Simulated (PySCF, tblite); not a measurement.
# C3H6FOSi radical: geometry, infrared bands and EPR parameters

What infrared bands and EPR parameters should C3H6FOSi radical (`F/C=C/[CH]O[SiH3]`) show?

Programs: tblite 0.8.0 and PySCF 2.14.0, with density-fitted response routines of our own. Each step states its level of theory. These are calculated values for one molecule in the gas phase, unless marked as measured. Atoms count from 0, in the outputs and in this text.

### Step 1. The molecule as given

12 atoms, charge 0, multiplicity 2; geometry from: force field or distance geometry start.

Bonds of the start (Å): F0–C1 1.34, C1–C2 1.34, C2–C3 1.49, C3–O4 1.38, O4–Si5 1.69, C1–H6 1.07, C2–H7 1.09, C3–H8 1.08, Si5–H9 1.50, Si5–H10 1.47, Si5–H11 1.46.

### Step 2. Optimising the geometry with GFN2-xTB

The job: settings as JSON, then the geometry in Å.

```
{"job": {"kind": "relax", "xc": "GFN2-xTB", "basis": "xTB"}, "charge": 0, "multiplicity": 2}
F     -2.977900     1.414800     0.481800
C     -1.948600     0.737500    -0.056700
C     -1.480800    -0.376100     0.534400
C     -0.336800    -1.039300    -0.147200
O      0.773500    -0.837000     0.646200
Si     2.072500    -0.049400    -0.086500
H     -1.486800     1.104700    -0.951300
H     -1.935400    -0.753200     1.447400
H     -0.233500    -0.799600    -1.195400
H      3.165700    -0.036500     0.934600
H      1.772000     1.360700    -0.373300
H      2.617200    -0.727300    -1.259900
```

The run is started by

```console
> OMP_NUM_THREADS=1 python probes_run.py task.json out
```

The driver reads the jobs from task.json and runs them one after another.

What it wrote:

```text
step      E/eV     max force
  0    -542.63343    2.604
  1    -542.80560    1.210
  2    -542.90999    1.035
  3    -542.95879    0.694
  4    -543.00257    0.476
  5    -543.02726    0.529
  6    -543.05787    0.536
  7    -543.07818    0.427
  8    -543.09836    0.417
  9    -543.11840    0.406
 10    -543.14330    0.415
 11    -543.17583    0.513
 12    -543.21720    0.588
 13    -543.25761    0.545
 14    -543.29131    0.499
 15    -543.32544    0.478
 16    -543.35507    0.552
 17    -543.38050    0.518
 18    -543.40835    0.487
 19    -543.44084    0.644
 20    -543.47778    0.541
 21    -543.51142    0.473
 22    -543.54004    0.465
 23    -543.55678    0.431
 24    -543.58759    0.551
 25    -543.62724    0.656
 26    -543.66626    0.700
 27    -543.69633    0.561
 28    -543.71299    0.324
 29    -543.72509    0.325
 30    -543.73648    0.289
 31    -543.75009    0.310
 32    -543.76193    0.417
 33    -543.77648    0.302
 34    -543.79148    0.240
 35    -543.79965    0.227
 36    -543.80576    0.291
 37    -543.81137    0.269
 38    -543.81773    0.292
 39    -543.82312    0.216
 40    -543.82832    0.129
 41    -543.83022    0.160
 42    -543.83389    0.127
 43    -543.83607    0.110
 44    -543.83806    0.135
 45    -543.83977    0.155
 46    -543.84179    0.124
 47    -543.84409    0.113
 48    -543.84633    0.098
 49    -543.84820    0.113
 50    -543.84973    0.111
 51    -543.85096    0.084
 52    -543.85201    0.061
 53    -543.85287    0.067
 54    -543.85364    0.082
 55    -543.85447    0.086
 56    -543.85535    0.082
 57    -543.85609    0.077
 58    -543.85664    0.072
 59    -543.85730    0.088
 60    -543.85864    0.084
 61    -543.86001    0.092
 62    -543.86192    0.100
 63    -543.86411    0.151
 64    -543.86648    0.184
 65    -543.86919    0.166
 66    -543.87216    0.146
 67    -543.87457    0.127
 68    -543.87619    0.160
 69    -543.87777    0.153
 70    -543.87946    0.123
 71    -543.88081    0.103
 72    -543.88135    0.060
 73    -543.88218    0.055
 74    -543.88251    0.049
 75    -543.88299    0.062
 76    -543.88353    0.072
 77    -543.88419    0.064
 78    -543.88471    0.054
 79    -543.88505    0.049
 80    -543.88532    0.053
 81    -543.88560    0.043
 82    -543.88579    0.026
 83    -543.88588    0.020
 84    -543.88593    0.020
 85    -543.88601    0.020
 86    -543.88613    0.027
 87    -543.88630    0.028
 88    -543.88644    0.028
 89    -543.88654    0.025
 90    -543.88661    0.028
 91    -543.88667    0.025
 92    -543.88678    0.027
 93    -543.88696    0.036
 94    -543.88730    0.058
 95    -543.88793    0.090
 96    -543.88900    0.113
 97    -543.89039    0.104
 98    -543.89173    0.055
 99    -543.89222    0.051
100    -543.89246    0.044
101    -543.89271    0.045
102    -543.89313    0.054
103    -543.89337    0.128
104    -543.89410    0.066
105    -543.89474    0.086
106    -543.89551    0.062
107    -543.89643    0.063
108    -543.89649    0.127
109    -543.89727    0.074
110    -543.89760    0.049
111    -543.89807    0.051
112    -543.89847    0.044
113    -543.89865    0.038
114    -543.89879    0.027
115    -543.89895    0.023
116    -543.89922    0.043
117    -543.89943    0.033
118    -543.89960    0.017
119    -543.89966    0.015
120    -543.89965    0.024
121    -543.89969    0.006
```

It took 0.62 s on 1 thread of Arm Neoverse V1, shared host.

Relaxation path: (not every step is listed)

```
step  energy from step 0 (eV)  largest force (eV/Å)
   0                   0.0000                2.6038
   1                  -0.1722                1.2099
   2                  -0.2766                1.0352
   3                  -0.3254                0.6935
   4                  -0.3691                0.4757
   5                  -0.3938                0.5294
   6                  -0.4244                0.5365
   7                  -0.4447                0.4268
   8                  -0.4649                0.4170
  18                  -0.7749                0.4866
  28                  -1.0796                0.3235
  38                  -1.1843                0.2916
  48                  -1.2129                0.0976
  58                  -1.2232                0.0724
  68                  -1.2428                0.1596
  78                  -1.2513                0.0544
  88                  -1.2530                0.0275
  98                  -1.2583                0.0548
 108                  -1.2631                0.1268
 116                  -1.2658                0.0425
 117                  -1.2660                0.0334
 118                  -1.2662                0.0171
 119                  -1.2662                0.0152
 120                  -1.2662                0.0242
 121                  -1.2663                0.0063
```

Distances of close pairs at the start and the end, largest changes first:

```
   bond  before (Å)  after (Å)  change (Å)
  C2–C3       1.488      1.379      -0.108
 O4–Si5       1.687      1.633      -0.053
  C3–O4       1.380      1.334      -0.046
 Si5–H9       1.496      1.452      -0.044
  C1–C2       1.345      1.365      +0.020
  C2–H7       1.087      1.081      -0.006
Si5–H10       1.470      1.465      -0.005
  C1–H6       1.072      1.077      +0.005
```

The end geometry stands in the next job.

### Step 3. Vibrational analysis with GFN2-xTB

The job: settings as JSON, then the geometry in Å.

```
{"job": {"kind": "ir", "xc": "GFN2-xTB", "basis": "xTB"}, "charge": 0, "multiplicity": 2}
F     -3.725078     0.402939     0.565857
C     -2.586145     0.403627    -0.147976
C     -1.398345     0.095061     0.449191
C     -0.183221     0.072006    -0.203218
O      0.934430    -0.241661     0.454055
Si     2.503454    -0.362019     0.017214
H     -2.737237     0.662878    -1.182158
H     -1.408360    -0.147149     1.502569
H     -0.103568     0.305780    -1.256108
H      3.062106    -0.747664     1.300388
H      2.984656     0.924659    -0.491091
H      2.658506    -1.369143    -1.034750
```

What it wrote:

```text
mode    cm-1     km/mol
  1      43.4      0.07
  2      99.2      0.35
  3     101.9      0.43
  4     220.0      2.05
  5     230.3      4.02
  6     271.1      0.09
  7     378.7      9.71
  8     484.9      8.16
  9     589.2     64.18
 10     610.8      4.07
 11     632.9     75.35
 12     688.1      0.23
 13     735.7    214.63
 14     795.5    244.66
 15     816.3     24.37
 16     827.9    479.42
 17     952.1     41.38
 18    1102.5    352.13
 19    1183.8     15.19
 20    1201.8    186.19
 21    1216.1     98.36
 22    1272.4     40.74
 23    1436.4     29.52
 24    1524.4    176.07
 25    2232.1    380.97
 26    2263.4    200.63
 27    2370.2    231.32
 28    3043.9     40.76
 29    3090.4      4.43
 30    3112.1     37.77
```

Wall time 0.28 s (1 thread of Arm Neoverse V1, shared host).

Which atoms move in the most intense modes:

```
cm⁻¹  km/mol                                  atoms
 736   214.6            H9 60 %, H10 17 %, H11 16 %
 796   244.7            H11 33 %, H10 33 %, H9 25 %
 828   479.4  H10 32 %, H11 32 %, Si5 17 %, H9 12 %
1102   352.1              C1 44 %, F0 34 %, C2 11 %
1202   186.2     C3 28 %, O4 22 %, H7 17 %, C2 16 %
2232   381.0                     H10 50 %, H11 46 %
2263   200.6                     H11 51 %, H10 47 %
2370   231.3                                H9 97 %
```

### Step 4. EPR parameters: B3LYP/pcH-1

Settings changed since step 3:

```diff
@@ -1,2 +1,2 @@
-{"job": {"kind": "ir", "xc": "GFN2-xTB", "basis": "xTB"}, "charge": 0, "multiplicity": 2}
+{"job": {"kind": "epr", "basis": "pcH-1"}, "charge": 0, "multiplicity": 2}
 F     -3.725078     0.402939     0.565857
```

Method: UKS B3LYP, pcH-1 on C F H O Si, non-relativistic, mean-field spin-orbit, GIAO.

What it wrote:

```text
UKS, coarse grid
  cycle   1  E = -582.36485316  |g| = 5.63e-01
  cycle   2  E = -582.16397751  |g| = 9.36e-01
  cycle   3  E = -582.46304617  |g| = 1.21e-01
  cycle   4  E = -582.46847943  |g| = 5.36e-02
  cycle   5  E = -582.46971985  |g| = 1.52e-02
  cycle   6  E = -582.46984365  |g| = 6.70e-03
  cycle   7  E = -582.46987869  |g| = 2.87e-03
  cycle   8  E = -582.46988685  |g| = 1.36e-03
  cycle   9  E = -582.46988788  |g| = 2.44e-04
UKS, final grid
  cycle   1  E = -582.46995879  |g| = 3.00e-04
  cycle   2  E = -582.46995871  |g| = 4.92e-04
  cycle   3  E = -582.46995884  |g| = 6.02e-05
  cycle   4  E = -582.46995884  |g| = 1.88e-05
E = -582.46995884 Eh   <S^2> = 0.7745 (exact 0.7500)
g shifts (ppm)      1          2          3
  rmc          -207       -207       -207
  gc             -2         43         46
  oz_so         -55       2288       2494
  total        -264       2124       2332
hyperfine (MHz)  atom isotope    a_iso     a_fc   dipolar eigenvalues
    0   19F      93.12      92.84   -177.03   -146.54    323.57
    1   13C      59.66      59.62    -52.33    -52.11    104.44
    2   13C     -49.22     -49.25    -28.24     11.44     16.80
    3   13C      55.01      55.05    -52.15    -51.79    103.95
    4   17O      -7.76      -7.78    -36.12     17.55     18.57
    5  29Si       2.03       2.02     -1.37      0.40      0.97
    6    1H     -42.08     -42.11    -21.51     -2.16     23.67
    7    1H      11.78      11.78     -5.29     -1.58      6.87
    8    1H     -41.35     -41.37    -21.55     -1.82     23.37
    9    1H      -2.37      -2.37     -1.80     -1.21      3.02
   10    1H       6.95       6.95     -1.58     -1.33      2.91
   11    1H       6.86       6.86     -1.58     -1.33      2.91
```

It took 46 s on 1 thread of Arm Neoverse V1, shared host; peak memory 0.81 GiB.

Principal g values 2.00206, 2.00444, 2.00465; g(iso) = 2.00372, against 2.00232 for a free electron.

Hyperfine couplings; where a row names several nuclei, a(iso) is their mean (it holds for fast rotation or exchange) and the dipolar term the largest among them:

```
      nuclei  isotope  a(iso) (MHz)  a(iso) (G, at g = 2.0023)  largest dipolar term (MHz)
          F0      19F          93.1                       33.2                       323.6
          C1      13C          59.7                       21.3                       104.4
          C3      13C          55.0                       19.6                       103.9
          C2      13C         -49.2                      -17.6                       -28.2
          H6       1H         -42.1                      -15.0                        23.7
          H8       1H         -41.4                      -14.8                        23.4
          H7       1H          11.8                        4.2                         6.9
          O4      17O          -7.8                       -2.8                       -36.1
H9, H10, H11       1H           3.8                        1.4                         3.0
         Si5     29Si           2.0                        0.7                        -1.4
```

Mulliken spin populations:

```
atom  value (e)
  F0       0.04
  C1       0.57
  C2      -0.25
  C3       0.60
  O4       0.06
 Si5       0.00
  H6      -0.03
  H7       0.01
  H8      -0.03
  H9       0.00
 H10       0.01
 H11       0.01
```

In first order the couplings over 0.8 MHz of 19F, 1H give 64 distinct lines over 71.3 G, if the averaged nuclei exchange fast.

The fields below are evaluated on a grid from the run's orbitals.

ELF in a plane through or near 10 of the atoms.

Values, 10 rows by 14 columns:
```
0.00 0.00 0.00 0.00 0.00 0.00 0.00 0.00 0.00 0.00 0.00 0.00 0.00 0.00
0.00 0.00 0.00 0.05 0.04 0.00 0.00 0.00 0.01 0.00 0.00 0.00 0.00 0.00
0.00 0.00 0.42 0.99 0.97 0.00 0.03 0.02 0.98 0.79 0.00 0.01 0.00 0.00
0.00 0.00 0.88 1.00 0.99 0.14 0.77 0.03 1.00 0.79 0.21 0.60 0.06 0.00
0.00 0.00 0.21 0.90 0.11 0.75 0.43 0.35 0.51 0.73 0.56 0.43 0.34 0.00
0.00 0.00 0.03 0.14 0.74 0.58 0.72 0.77 0.59 0.68 0.16 0.75 0.31 0.00
0.00 0.00 0.01 0.21 0.40 0.10 0.45 0.99 0.06 0.74 0.99 0.02 0.00 0.00
0.00 0.00 0.00 0.03 0.08 0.01 0.79 0.99 0.04 0.78 0.99 0.23 0.00 0.00
0.00 0.00 0.00 0.00 0.00 0.00 0.02 0.15 0.00 0.01 0.08 0.00 0.00 0.00
0.00 0.00 0.00 0.00 0.00 0.00 0.00 0.00 0.00 0.00 0.00 0.00 0.00 0.00
```
The map spans 12.7 Å across and 8.3 Å up, centred on the molecule. Atoms in the plane (x, y in Å): F0 (3.8, 0.5), C1 (2.6, -0.2), C2 (1.4, 0.4), C3 (0.2, -0.2), O4 (-1.0, 0.5), Si5 (-2.5, 0.0), H6 (2.8, -1.2), H7 (1.4, 1.5), H8 (0.1, -1.3), H9 (-3.1, 1.4).

On the surface of density 0.002 e/bohr³ the electrostatic potential runs, from the 1st to the 99th percentile, from -0.89 V near F0 to 1.71 V near Si5.

The spin density lies nearest to C1, C3 about 32 % each; C2 10 % (beta excess); O4 8 %; F0 6 %.

### Step 5. What came out

| quantity | value |
| --- | --- |
| strongest single infrared mode (GFN2-xTB) | 828 cm⁻¹, 479 km/mol |
| zero-point energy (GFN2-xTB) | 47.9 kcal/mol |
| g(iso) (B3LYP) | 2.00372 |
| ⟨S²⟩ | 0.775 (exact 0.75) |
| largest a(iso) (averaged by class) | 19F on F0, 93.1 MHz |
| surface potential, 1st and 99th percentile | -0.89 V and 1.71 V |

In words: Over 121 steps the energy fell by 1.266 eV; of the close pairs, C2–C3 changed most, 1.488 to 1.379 Å. No mode is imaginary among the 30: a minimum at this level. The strongest single mode, at 828 cm⁻¹, is carried by H10, H11, Si5, H9. GFN2-xTB is a fitted tight-binding method: band positions and strengths are rough. Its intensities can rank the bands wrongly. The largest spin populations lie on C3 (0.60 e), C1 (0.57 e). The isotropic g lies 1.4 ppt above the free-electron value.
